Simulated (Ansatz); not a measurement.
# LaAs2Ru2: equation of state with PBE

Crystal: LaAs2Ru2.

```
La Ru As
1.0
    -2.09034    2.09034    5.46388
     2.09034   -2.09034    5.46388
     2.09034    2.09034   -5.46388
La Ru As
1 2 2
Direct
  0.00000 0.00000 0.00000
  0.25000 0.75000 0.50000
  0.75000 0.25000 0.50000
  0.63769 0.63769 0.00000
  0.36231 0.36231 0.00000
```

The cell is a database's computed one.

```
Program             : Ansatz 0.2.0
Task                : equation of state
Functional          : PBE
Potentials or basis : Ansatz PAW
Cutoff              : 420 eV
Density cutoff      : 1680 eV
k mesh              : 9 × 9 × 9
Occupations         : fermi-dirac, width 0.05 eV
Spin                : no spin polarisation
```

The equilibrium volume is 19.36 Å³/atom and the bulk modulus at fixed shape and positions is 140 GPa. The pressure derivative of the bulk modulus is 4.8.

Energy against volume, from the lowest point:
```csv
volume (Å³/atom),energy (meV/atom)
17.954,51.06
18.336,25.77
18.718,9.46
19.100,1.16
19.482,0.00
19.864,5.21
20.246,16.11
```

All runs of the series together: 77 s on 2 threads of Arm Neoverse V1, with other jobs on the host.

Caveat: the cell was scaled at fixed shape and fractional positions, which overstates the stiffness of a crystal with free parameters, most of all of layers and chains. The run has no spin-orbit coupling, so splittings on La are missing.
